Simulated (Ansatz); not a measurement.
# C4H12MgN2: up Jacob's ladder to CCSD(T)

One table from this session's results is given with a row withheld; the runs are named, their logs left out.

Computed with Ansatz 0.2.0, Gaussian basis. Level: functionals in def2-TZVPP, the program's frozen cores in correlated methods.

Levels to be run: LDA (SPW92), PBE-D4, revPBE-D4, BLYP-D4, r2SCAN-D4, B97M-V, PBE0-D4, B3LYP-D4, r2SCANh-D4, r2SCAN0-D4, HSE06-D4, BHLYP-D4, CAM-B3LYP-D4, LC-ωPBE, ωB97X-V, ωB97M-V, B2PLYP, PBE-QIDH; CCSD(T)/def2-SVP; CCSD(T)/def2-TZVPP; MP2/def2-QZVPP; extrapolation to the limit; RPA on PBE.

1 further run of the same task is left out (it didn't finish).

## Structure used throughout

All runs share one geometry, relaxed beforehand with PBE0-D4 in a triple-zeta def2 set.

SMILES `C[N](C)[Mg][N](C)C`, 19 atoms, charge 0, spin multiplicity 1.

Atoms are counted from 1 here; the program's logs count them from 0.

Bond lengths: C1–N2 1.438 Å, C1–H8 1.104 Å, C1–H9 1.104 Å, C1–H10 1.096 Å, N2–C3 1.438 Å, N2–Mg4 1.895 Å, C3–H11 1.104 Å, C3–H12 1.104 Å, C3–H13 1.096 Å, Mg4–N5 1.895 Å, N5–C6 1.438 Å, N5–C7 1.438 Å, C6–H14 1.096 Å, C6–H15 1.104 Å, C6–H16 1.104 Å, C7–H17 1.096 Å, C7–H18 1.104 Å, C7–H19 1.104 Å. Angles: N2–C1–H8 112.4°, N2–C1–H9 112.4°, N2–C1–H10 111.6°, H8–C1–H9 106.3°, H8–C1–H10 106.9°, H9–C1–H10 106.9°, C1–N2–C3 110.6°, C1–N2–Mg4 124.7°, C3–N2–Mg4 124.7°, N2–C3–H11 112.4°, N2–C3–H12 112.4°, N2–C3–H13 111.6°, H11–C3–H12 106.3°, H11–C3–H13 106.9°, H12–C3–H13 106.9°, N2–Mg4–N5 180.0°, Mg4–N5–C6 124.7°, Mg4–N5–C7 124.7° and more.

As a file:

```mol
C4H12MgN2
  3D, bonds by distance, orders not assigned

 19 18  0  0  0  0  0  0  0  0999 V2000
    2.9076   -0.4313   -0.3308 C   0  0
    1.6632   -0.8730    0.2397 N   0  0
    1.8587   -2.0688    1.0147 C   0  0
   -0.0022   -0.0002    0.0028 Mg  0  0
   -1.6677    0.8726   -0.2337 N   0  0
   -2.5969    0.5899   -1.2946 C   0  0
   -2.1783    1.9093    0.6227 C   0  0
    3.6664   -0.2062    0.4389 H   0  0
    3.3565   -1.1884   -0.9974 H   0  0
    2.7783    0.4798   -0.9260 H   0  0
    2.2590   -2.9011    0.4097 H   0  0
    2.5696   -1.9193    1.8461 H   0  0
    0.9203   -2.4207    1.4581 H   0  0
   -2.2243   -0.1984   -1.9586 H   0  0
   -3.5775    0.2527   -0.9158 H   0  0
   -2.7950    1.4735   -1.9262 H   0  0
   -1.4830    2.1385    1.4382 H   0  0
   -2.3567    2.8535    0.0790 H   0  0
   -3.1399    1.6332    1.0895 H   0  0
  1  2  8  0
  2  3  8  0
  2  4  8  0
  4  5  8  0
  5  6  8  0
  5  7  8  0
  1  8  8  0
  1  9  8  0
  1 10  8  0
  3 11  8  0
  3 12  8  0
  3 13  8  0
  6 14  8  0
  6 15  8  0
  6 16  8  0
  7 17  8  0
  7 18  8  0
  7 19  8  0
M  END
```

The first run:

in.yaml

```yaml
crystal:
  periodic: [false, false, false]
  atoms:
    - {symbol: C, position_ang: [2.907626, -0.431342, -0.330819]}
    - {symbol: N, position_ang: [1.663236, -0.873016, 0.239663]}
    - {symbol: C, position_ang: [1.858704, -2.068841, 1.014688]}
    - {symbol: Mg, position_ang: [-0.002174, -0.000215, 0.002788]}
    - {symbol: N, position_ang: [-1.667654, 0.872568, -0.233660]}
    - {symbol: C, position_ang: [-2.596884, 0.589947, -1.294645]}
    - {symbol: C, position_ang: [-2.178271, 1.909330, 0.622650]}
    - {symbol: H, position_ang: [3.666379, -0.206165, 0.438907]}
    - {symbol: H, position_ang: [3.356506, -1.188358, -0.997392]}
    - {symbol: H, position_ang: [2.778259, 0.479753, -0.925985]}
    - {symbol: H, position_ang: [2.258996, -2.901083, 0.409666]}
    - {symbol: H, position_ang: [2.569553, -1.919330, 1.846102]}
    - {symbol: H, position_ang: [0.920271, -2.420682, 1.458082]}
    - {symbol: H, position_ang: [-2.224268, -0.198355, -1.958565]}
    - {symbol: H, position_ang: [-3.577505, 0.252729, -0.915758]}
    - {symbol: H, position_ang: [-2.795029, 1.473544, -1.926215]}
    - {symbol: H, position_ang: [-1.483033, 2.138454, 1.438244]}
    - {symbol: H, position_ang: [-2.356722, 2.853547, 0.079034]}
    - {symbol: H, position_ang: [-3.139888, 1.633214, 1.089514]}
basis:
  gaussian: {orbitals: def2-TZVPP}
hamiltonian: {xc: lda}
output: {orbitals: {seedname: orbitals}}
```

Launch:

```sh
$ ansatz run in.yaml --threads 2 --pin off --events-out ev --progress --plain --max-ram 20480MiB --backend cuda --devices 0, --max-vram 18GiB
```

Among the steps run: LDA; PBE-D4 (GGA); revPBE-D4 (GGA); BLYP-D4 (GGA); r2SCAN-D4 (meta-GGA); B97M-V (meta-GGA); PBE0-D4 (hybrid); B3LYP-D4 (hybrid); r2SCANh-D4 (hybrid); r2SCAN0-D4 (hybrid); HSE06-D4 (hybrid); BHLYP-D4 (hybrid); CAM-B3LYP-D4 (range-separated); LC-ωPBE (range-separated); ωB97X-V (range-separated); ωB97M-V (range-separated); B2PLYP (double hybrid); PBE-QIDH (double hybrid).

One of the session's tables, all rows but one given; the rest of the session is left out.

It belongs to the step «Frontier levels by functional». 

```
  functional  HOMO (eV)  gap (eV)
 LDA (SPW92)      -4.34      2.50
      PBE-D4      -4.21      2.59
   revPBE-D4          ?         ?
     BLYP-D4      -4.12      2.56
   r2SCAN-D4      -4.40      3.16
      B97M-V      -4.53      2.85
     PBE0-D4      -5.42      4.54
    B3LYP-D4      -5.24      4.10
  r2SCANh-D4      -4.86      3.86
  r2SCAN0-D4      -5.57      4.90
    HSE06-D4      -5.02      3.78
    BHLYP-D4      -6.61      6.33
CAM-B3LYP-D4      -6.80      6.69
     LC-ωPBE      -8.08      9.11
     ωB97X-V      -7.79      8.58
     ωB97M-V      -7.73      8.12
```

Estimate the missing values for revPBE-D4.

As computed: HOMO (eV): -4.15; gap (eV): 2.67. In the column «HOMO (eV)» it lies between PBE-D4 (-4.21) and BLYP-D4 (-4.12).
